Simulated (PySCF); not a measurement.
# CH4ClGa: electronic excitations at several levels of theory

How much do the electronic excitations of CH4ClGa (`[CH3][GaH][Cl]`) depend on the level of theory, and what does each level cost?

Computed with PySCF 2.14.0, with density-fitted response routines of our own, on a single molecule in the gas phase. Atoms count from 0, in the outputs and in this text.

## 1. The molecule as given

7 atoms, charge 0, multiplicity 1; geometry from: PBE0-D3(BJ)/def2-SVP.

Bonds of the start (Å): C0–Ga1 1.95, Ga1–Cl2 2.16, C0–H3 1.10, C0–H4 1.10, C0–H5 1.10, Ga1–H6 1.56.

## 2. Excited states and response: B3LYP/def2-SVPD

Job settings and geometry (Å):

```
{"job": {"kind": "uv", "xc": "B3LYP", "basis": "def2-SVPD", "ip": true}, "charge": 0, "multiplicity": 1}
C     -0.914516    -0.258300     0.054881
Ga     0.881430     0.486904    -0.104018
Cl     2.467633    -0.985320    -0.093975
H     -1.672002     0.383602    -0.416567
H     -1.165499    -0.358430     1.123472
H     -0.944335    -1.261717    -0.393443
H      1.383903     1.960655    -0.221664
```

Method: TDDFT B3LYP/def2-SVPD, vertical, gas phase, core orbitals frozen in the response.

On the command line:

```console
$ OMP_NUM_THREADS=1 python probes_run.py task.json out
```

This one command runs all jobs of the session in turn.

Log:

```text
coarse grid: 28800 points
cycle   1  E = -2425.1973587774  dE = -4.852e-01  |g| = 6.672e-01  |ddm| = 2.999e+00
cycle   2  E = -2425.1204459789  dE =  7.691e-02  |g| = 9.364e-01  |ddm| = 1.706e+00
cycle   3  E = -2425.2758880940  dE = -1.554e-01  |g| = 2.613e-02  |ddm| = 1.059e+00
cycle   4  E = -2425.2760702279  dE = -1.821e-04  |g| = 1.474e-02  |ddm| = 5.455e-02
cycle   5  E = -2425.2761340448  dE = -6.382e-05  |g| = 4.455e-03  |ddm| = 2.191e-02
cycle   6  E = -2425.2761402907  dE = -6.246e-06  |g| = 7.789e-04  |ddm| = 6.268e-03
final grid: 57736 points
cycle   7  E = -2425.2761007225  dE = -1.853e-09  |g| = 8.071e-04  |ddm| = 2.597e-03
cycle   8  E = -2425.2761006276  dE =  9.489e-08  |g| = 9.864e-04  |ddm| = 2.023e-03
cycle   9  E = -2425.2761009059  dE = -2.784e-07  |g| = 1.215e-04  |ddm| = 1.143e-03
cycle  10  E = -2425.2761009089  dE = -2.955e-09  |g| = 9.851e-06  |ddm| = 1.057e-04
cycle  11  E = -2425.2761009089  dE = -2.183e-11  |g| = 2.040e-06  |ddm| = 1.551e-05
converged SCF energy = -2425.2761009089

Static polarisability (au): isotropic 56.737, principal 44.098 58.533 67.581

Singlet excitations
state   eV       nm        f      main configurations
  1   5.1049    242.9   0.00043   H->L 1.00
  2   6.2603    198.0   0.00991   H-2->L 0.71, H-1->L 0.27
  3   6.2758    197.6   0.02794   H-1->L 0.69, H-2->L 0.28
  4   6.5178    190.2   0.00833   H-3->L 0.99
  5   6.7393    184.0   0.11963   H->L+1 0.92
  6   7.2755    170.4   0.02400   H->L+2 0.91
  7   7.3017    169.8   0.04299   H-1->L+1 0.94
  8   7.7210    160.6   0.01506   H->L+3 0.75, H-2->L+1 0.22
  9   7.7939    159.1   0.11482   H-2->L+1 0.70, H->L+3 0.19
 10   8.1271    152.6   0.00265   H-1->L+2 0.93

Triplet excitations (Tamm-Dancoff, eV): 4.8667 5.6537 6.0070 6.0365
Vertical ionisation energy (delta-SCF) = 10.2712 eV
Vertical electron affinity (delta-SCF) = -0.2295 eV
```

Run time: 46 s. Hardware: 1 thread of Arm Neoverse V2, shared host; peak memory 0.52 GiB.

The orbitals next to the gap, with their largest atomic shares:

```tsv
orbital	eV	atoms
HOMO−3	-9.32	Cl2 49 %, Ga1 24 %, H6 20 %
HOMO−2	-9.10	Cl2 48 %, C0 23 %, Ga1 17 %
HOMO−1	-8.73	Cl2 90 %, Ga1 9 %
HOMO	-7.96	Cl2 49 %, C0 17 %, Ga1 16 %
LUMO	-1.70	Ga1 59 %, Cl2 15 %, C0 11 %
LUMO+1	-0.44	Ga1 48 %, Cl2 15 %, C0 15 %
LUMO+2	0.21	Ga1 50 %, H6 15 %, Cl2 14 %
```

With each of the 10 states as a Gaussian band of 0.4 eV half-width at 1/e, the curve within the window shown has maxima at 184 nm (ε 5,900), 161 nm (ε 6,000) L/(mol cm). Beyond the last state computed it falls off for lack of states. The curve at chosen wavelengths:

nm, ε (L/mol/cm) and a bar:
```
      147        468 ##
      152       2431 ############
      157       5261 ###########################
      162       5943 ##############################
      167       5003 #########################
      173       4530 #######################
      178       5186 ##########################
      183       5869 ##############################
      188       5483 ############################
      193       4237 #####################
      198       2893 ###############
      203       1789 #########
      208        979 #####
      214        391 ##
      219        155 #
      224         57 
      229         25 
      234         18 
      239         18 
      244         18 
      249         16 
      255         12 
      260          9 
      265          6 
      270          3 
      275          2
```

Ground-state properties from the same run:

```tsv
property	computed
dipole moment (D)	2.64
polarisability (Å³)	8.41
HOMO–LUMO gap (eV)	6.25
−ε(HOMO) (eV)	7.96
```

## 3. Ultraviolet spectrum: PBE0/def2-SVPD

Settings changed since step 2:

```diff
@@ -1,2 +1,2 @@
-{"job": {"kind": "uv", "xc": "B3LYP", "basis": "def2-SVPD", "ip": true}, "charge": 0, "multiplicity": 1}
+{"job": {"kind": "uv", "xc": "PBE0", "basis": "def2-SVPD", "ip": true}, "charge": 0, "multiplicity": 1}
 C     -0.914516    -0.258300     0.054881
```

With the program's defaults for keys left out, this is: TDDFT PBE0/def2-SVPD, vertical, gas phase, core orbitals frozen in the response.

Log:

```text
coarse grid: 28800 points
cycle   1  E = -2424.6906752577  dE = -5.069e-01  |g| = 5.910e-01  |ddm| = 2.940e+00
cycle   2  E = -2424.6492514800  dE =  4.142e-02  |g| = 7.804e-01  |ddm| = 1.454e+00
cycle   3  E = -2424.7538566709  dE = -1.046e-01  |g| = 2.167e-02  |ddm| = 8.500e-01
cycle   4  E = -2424.7539369176  dE = -8.025e-05  |g| = 1.272e-02  |ddm| = 3.936e-02
cycle   5  E = -2424.7539744178  dE = -3.750e-05  |g| = 3.123e-03  |ddm| = 1.635e-02
cycle   6  E = -2424.7539773083  dE = -2.891e-06  |g| = 5.239e-04  |ddm| = 4.245e-03
final grid: 57736 points
cycle   7  E = -2424.7539401205  dE = -2.887e-08  |g| = 5.289e-04  |ddm| = 2.344e-03
cycle   8  E = -2424.7539401038  dE =  1.661e-08  |g| = 6.200e-04  |ddm| = 1.459e-03
cycle   9  E = -2424.7539401892  dE = -8.537e-08  |g| = 6.166e-05  |ddm| = 7.236e-04
cycle  10  E = -2424.7539401901  dE = -8.704e-10  |g| = 3.393e-06  |ddm| = 6.870e-05
converged SCF energy = -2424.7539401901

Static polarisability (au): isotropic 55.713, principal 43.695 57.307 66.137

Singlet excitations
state   eV       nm        f      main configurations
  1   5.3044    233.7   0.00056   H->L 0.99
  2   6.5080    190.5   0.00293   H-2->L 0.90
  3   6.5332    189.8   0.03494   H-1->L 0.88
  4   6.7240    184.4   0.00982   H-3->L 0.98
  5   7.0044    177.0   0.12474   H->L+1 0.88
  6   7.5129    165.0   0.02937   H->L+2 0.86
  7   7.5954    163.2   0.04876   H-1->L+1 0.88, H-1->L+2 0.10
  8   7.9995    155.0   0.05747   H->L+3 0.92
  9   8.0673    153.7   0.07950   H-2->L+1 0.89
 10   8.4524    146.7   0.00399   H-1->L+2 0.87, H-1->L+1 0.11

Triplet excitations (Tamm-Dancoff, eV): 5.0154 5.8873 6.2094 6.2484
Vertical ionisation energy (delta-SCF) = 10.3225 eV
Vertical electron affinity (delta-SCF) = -0.2194 eV
```

Wall time 48 s (1 thread of Arm Neoverse V2, shared host); peak memory 0.53 GiB.

Key values: HOMO -8.20 eV, LUMO -1.43 eV; lowest singlet 5.30 eV.

## 4. Excited states and response: BHandHLYP/def2-SVPD

Settings changed since step 3:

```diff
@@ -1,2 +1,2 @@
-{"job": {"kind": "uv", "xc": "PBE0", "basis": "def2-SVPD", "ip": true}, "charge": 0, "multiplicity": 1}
+{"job": {"kind": "uv", "xc": "BHandHLYP", "basis": "def2-SVPD", "ip": true}, "charge": 0, "multiplicity": 1}
 C     -0.914516    -0.258300     0.054881
```

Method: TDDFT BHandHLYP/def2-SVPD, vertical, gas phase, core orbitals frozen in the response.

Log:

```text
coarse grid: 28800 points
cycle   1  E = -2425.1105984497  dE = -5.181e-01  |g| = 4.596e-01  |ddm| = 2.860e+00
cycle   2  E = -2425.1184174233  dE = -7.819e-03  |g| = 4.756e-01  |ddm| = 1.022e+00
cycle   3  E = -2425.1557974431  dE = -3.738e-02  |g| = 2.569e-02  |ddm| = 5.048e-01
cycle   4  E = -2425.1559026051  dE = -1.052e-04  |g| = 1.414e-02  |ddm| = 5.292e-02
cycle   5  E = -2425.1559505037  dE = -4.790e-05  |g| = 1.348e-03  |ddm| = 1.832e-02
cycle   6  E = -2425.1559509452  dE = -4.415e-07  |g| = 6.156e-04  |ddm| = 2.630e-03
final grid: 57736 points
cycle   7  E = -2425.1559290668  dE = -3.499e-08  |g| = 5.762e-04  |ddm| = 1.705e-03
cycle   8  E = -2425.1559290762  dE = -9.417e-09  |g| = 5.506e-04  |ddm| = 1.325e-03
cycle   9  E = -2425.1559291589  dE = -8.264e-08  |g| = 1.603e-05  |ddm| = 6.186e-04
cycle  10  E = -2425.1559291589  dE = -6.094e-11  |g| = 5.145e-06  |ddm| = 2.513e-05
converged SCF energy = -2425.1559291589

Static polarisability (au): isotropic 54.006, principal 42.749 55.624 63.646

Singlet excitations
state   eV       nm        f      main configurations
  1   5.6670    218.8   0.00079   H->L 0.97
  2   6.9634    178.1   0.00267   H-2->L 0.97
  3   7.0608    175.6   0.03331   H-1->L 0.93
  4   7.1351    173.8   0.00928   H-3->L 0.97
  5   7.3980    167.6   0.15316   H->L+1 0.69, H->L+2 0.24
  6   7.8927    157.1   0.05320   H->L+2 0.51, H->L+1 0.24, H->L+3 0.10
  7   8.0199    154.6   0.06150   H-1->L+1 0.59, H-1->L+2 0.35
  8   8.3849    147.9   0.13263   H->L+3 0.49, H-2->L+1 0.21, H->L+2 0.19
  9   8.5565    144.9   0.05115   H-2->L+1 0.42, H->L+3 0.32, H-2->L+2 0.18
 10   8.9225    139.0   0.20170   H-3->L+1 0.55, H-3->L+2 0.23, H-2->L+1 0.09

Triplet excitations (Tamm-Dancoff, eV): 5.3423 6.4169 6.5388 6.5851
Vertical ionisation energy (delta-SCF) = 10.5117 eV
```

Run time: 20 s. Hardware: 1 thread of Arm Neoverse V2, shared host; peak memory 0.52 GiB.

Key values: HOMO -9.36 eV, LUMO -0.68 eV; lowest singlet 5.67 eV.

## 5. Excited states and response: CAM-B3LYP/def2-SVPD

Settings changed since step 4:

```diff
@@ -1,2 +1,2 @@
-{"job": {"kind": "uv", "xc": "BHandHLYP", "basis": "def2-SVPD", "ip": true}, "charge": 0, "multiplicity": 1}
+{"job": {"kind": "uv", "xc": "CAM-B3LYP", "basis": "def2-SVPD", "ip": true}, "charge": 0, "multiplicity": 1}
 C     -0.914516    -0.258300     0.054881
```

Method: TDDFT CAM-B3LYP/def2-SVPD, vertical, gas phase, core orbitals frozen in the response.

Log:

```text
coarse grid: 28800 points
cycle   1  E = -2425.2530770513  dE = -5.067e-01  |g| = 5.782e-01  |ddm| = 2.872e+00
cycle   2  E = -2425.2496538289  dE =  3.423e-03  |g| = 6.633e-01  |ddm| = 1.262e+00
cycle   3  E = -2425.3124372824  dE = -6.278e-02  |g| = 3.013e-02  |ddm| = 6.549e-01
cycle   4  E = -2425.3126077423  dE = -1.705e-04  |g| = 1.499e-02  |ddm| = 6.302e-02
cycle   5  E = -2425.3126669276  dE = -5.919e-05  |g| = 1.771e-03  |ddm| = 2.069e-02
cycle   6  E = -2425.3126678182  dE = -8.906e-07  |g| = 9.713e-04  |ddm| = 4.086e-03
final grid: 57736 points
cycle   7  E = -2425.3126270704  dE = -4.578e-08  |g| = 9.671e-04  |ddm| = 2.410e-03
cycle   8  E = -2425.3126270667  dE =  3.718e-09  |g| = 9.849e-04  |ddm| = 2.215e-03
cycle   9  E = -2425.3126273216  dE = -2.549e-07  |g| = 3.339e-05  |ddm| = 1.086e-03
cycle  10  E = -2425.3126273218  dE = -2.083e-10  |g| = 9.154e-06  |ddm| = 3.632e-05
converged SCF energy = -2425.3126273218

Static polarisability (au): isotropic 55.519, principal 43.619 57.233 65.706

Singlet excitations
state   eV       nm        f      main configurations
  1   5.3798    230.5   0.00074   H->L 0.97
  2   6.6645    186.0   0.00161   H-2->L 0.95
  3   6.7512    183.6   0.03532   H-1->L 0.93
  4   6.8269    181.6   0.00945   H-3->L 0.96
  5   7.1347    173.8   0.13227   H->L+1 0.64, H->L+2 0.27
  6   7.6731    161.6   0.05051   H->L+2 0.47, H->L+1 0.29, H->L+3 0.10
  7   7.7400    160.2   0.05587   H-1->L+1 0.59, H-1->L+2 0.34
  8   8.1369    152.4   0.11902   H->L+3 0.50, H->L+2 0.20, H-2->L+1 0.19
  9   8.2943    149.5   0.03970   H-2->L+1 0.41, H->L+3 0.28, H-2->L+2 0.19
 10   8.6602    143.2   0.21608   H-3->L+1 0.52, H-3->L+2 0.24, H-2->L+1 0.12

Triplet excitations (Tamm-Dancoff, eV): 5.0843 6.1134 6.3228 6.3515
Vertical ionisation energy (delta-SCF) = 10.5390 eV
Vertical electron affinity (delta-SCF) = -0.2549 eV
```

Wall time 35 s (1 thread of Arm Neoverse V2, shared host); peak memory 0.53 GiB.

Key values: HOMO -9.53 eV, LUMO -0.53 eV; lowest singlet 5.38 eV.

## 6. Ultraviolet spectrum: wB97X-D/def2-SVPD

Settings changed since step 5:

```diff
@@ -1,2 +1,2 @@
-{"job": {"kind": "uv", "xc": "CAM-B3LYP", "basis": "def2-SVPD", "ip": true}, "charge": 0, "multiplicity": 1}
+{"job": {"kind": "uv", "xc": "wB97X-D", "basis": "def2-SVPD", "ip": true}, "charge": 0, "multiplicity": 1}
 C     -0.914516    -0.258300     0.054881
```

With the program's defaults for keys left out, this is: TDDFT wB97X-D/def2-SVPD, vertical, gas phase, core orbitals frozen in the response.

Log:

```text
coarse grid: 28800 points
cycle   1  E = -2425.2020052447  dE = -5.215e-01  |g| = 5.364e-01  |ddm| = 2.831e+00
cycle   2  E = -2425.2124957259  dE = -1.049e-02  |g| = 5.726e-01  |ddm| = 1.189e+00
cycle   3  E = -2425.2579515861  dE = -4.546e-02  |g| = 3.813e-02  |ddm| = 5.629e-01
cycle   4  E = -2425.2582640571  dE = -3.125e-04  |g| = 1.397e-02  |ddm| = 7.048e-02
cycle   5  E = -2425.2583280082  dE = -6.395e-05  |g| = 2.038e-03  |ddm| = 2.764e-02
cycle   6  E = -2425.2583298614  dE = -1.853e-06  |g| = 8.487e-04  |ddm| = 5.847e-03
final grid: 57736 points
cycle   7  E = -2425.2582635627  dE = -7.771e-07  |g| = 8.130e-04  |ddm| = 4.010e-03
cycle   8  E = -2425.2582636402  dE = -7.756e-08  |g| = 5.929e-04  |ddm| = 1.721e-03
cycle   9  E = -2425.2582637297  dE = -8.941e-08  |g| = 5.669e-05  |ddm| = 7.165e-04
cycle  10  E = -2425.2582637307  dE = -1.087e-09  |g| = 2.160e-05  |ddm| = 9.425e-05
cycle  11  E = -2425.2582637309  dE = -1.723e-10  |g| = 7.266e-06  |ddm| = 4.054e-05
converged SCF energy = -2425.2582637309

Static polarisability (au): isotropic 55.167, principal 43.523 56.782 65.195

Singlet excitations
state   eV       nm        f      main configurations
  1   5.4404    227.9   0.00080   H->L 0.97
  2   6.7288    184.3   0.00158   H-2->L 0.94
  3   6.7980    182.4   0.03561   H-1->L 0.93
  4   6.8763    180.3   0.01115   H-3->L 0.95
  5   7.2729    170.5   0.13299   H->L+1 0.54, H->L+2 0.35
  6   7.8449    158.0   0.05523   H-1->L+1 0.52, H-1->L+2 0.38
  7   7.8652    157.6   0.06092   H->L+1 0.37, H->L+2 0.35, H->L+3 0.11
  8   8.2757    149.8   0.13380   H->L+3 0.40, H-2->L+1 0.22, H->L+2 0.21
  9   8.4395    146.9   0.03303   H->L+3 0.34, H-2->L+1 0.29, H-2->L+2 0.24
 10   8.8101    140.7   0.27580   H-3->L+1 0.44, H-3->L+2 0.29, H-2->L+1 0.14

Triplet excitations (Tamm-Dancoff, eV): 5.1987 6.2638 6.4620 6.5461
Vertical ionisation energy (delta-SCF) = 10.5144 eV
```

Run time: 34 s. Hardware: 1 thread of Arm Neoverse V2, shared host; peak memory 0.53 GiB.

This run: HOMO -10.04 eV, LUMO 0.24 eV; lowest singlet 5.44 eV.

[end of part 1 of 2]
